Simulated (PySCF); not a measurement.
# GdH6O3 (Gd(H2O)32+): the cost of one run

Program: PySCF 2.14.0. Level of theory: PBE0, Gd lcecp-0-SVP with ECP54, O def2-SVP, H def2-SVP; scalar-relativistic core potentials, no spin–orbit coupling. These are calculated values, not measurements.

1 further run of the same task is left out (for a known fault of the program).

**1. The system as given**

10 atoms, charge 2, spin multiplicity 1.

Bond lengths: Gd1–O2 2.632 Å, Gd1–O5 2.632 Å, Gd1–O8 2.633 Å, O2–H3 0.970 Å, O2–H4 0.970 Å, O5–H6 0.970 Å, O5–H7 0.970 Å, O8–H9 0.970 Å, O8–H10 0.970 Å. Angles: O2–Gd1–O5 120.0°, O2–Gd1–O8 120.0°, O5–Gd1–O8 120.0°, Gd1–O2–H3 127.5°, Gd1–O2–H4 127.5°, H3–O2–H4 105.1°, Gd1–O5–H6 127.5°, Gd1–O5–H7 127.5°, H6–O5–H7 105.1°, Gd1–O8–H9 127.5°, Gd1–O8–H10 127.5°, H9–O8–H10 105.1°.

Geometry (Å):

```
Gd    0.0000    0.0000    0.0000
O     2.6325    0.0000    0.0000
H     3.2225    0.0000    0.7700
H     3.2225    0.0000   -0.7700
O    -1.3162    2.2798    0.0000
H    -1.6112    2.7908    0.7700
H    -1.6112    2.7908   -0.7700
O    -1.3163   -2.2798    0.0000
H    -1.6113   -2.7908    0.7700
H    -1.6113   -2.7908   -0.7700
```

Formal oxidation states: Gd +2. Each metal's 8 4f electrons lie in its core potential, so multiplicities, spins and levels count the valence alone. For divalent La, Ce, Gd or Lu the extra electron is normally 5d or 6s, so this core forces an excited configuration.

**2. SCF at the start, singlet**

File run.py (the lines that set the calculation):

```python
mol = gto.M(atom='''
Gd     0.00000     0.00000     0.00000
O      2.63250     0.00000     0.00000
H      3.22250     0.00000     0.77000
H      3.22250     0.00000    -0.77000
O     -1.31620     2.27980     0.00000
H     -1.61120     2.79080     0.77000
H     -1.61120     2.79080    -0.77000
O     -1.31630    -2.27980     0.00000
H     -1.61130    -2.79080     0.77000
H     -1.61130    -2.79080    -0.77000''',
    basis={'Gd': 'lcecp-0-SVP', 'O': 'def2-SVP', 'H': 'def2-SVP'},
    ecp={'Gd': 'lcecp-0-SVP'},
    charge=2, spin=0)
mf = dft.RKS(mol, xc='PBE0')
mf.grids.atom_grid = (50, 194)  # f atoms: unpruned, at least (60, 302)
mf = mf.density_fit()  # fitting sets: Gd AutoAux, O def2-universal-JKFIT, H def2-universal-JKFIT
mf.conv_tol = 1e-08; mf.max_cycle = 55
mf.kernel(dm0)  # dm0: free metal ions and neutral atoms
```

The run is started by

```sh
$ OMP_NUM_THREADS=2 python run.py
```

What time and memory should one allow on 2 threads of Intel Xeon Platinum 8488C (Sapphire Rapids), shared host?

About 3.6 s, with a peak of 0.66 GiB.
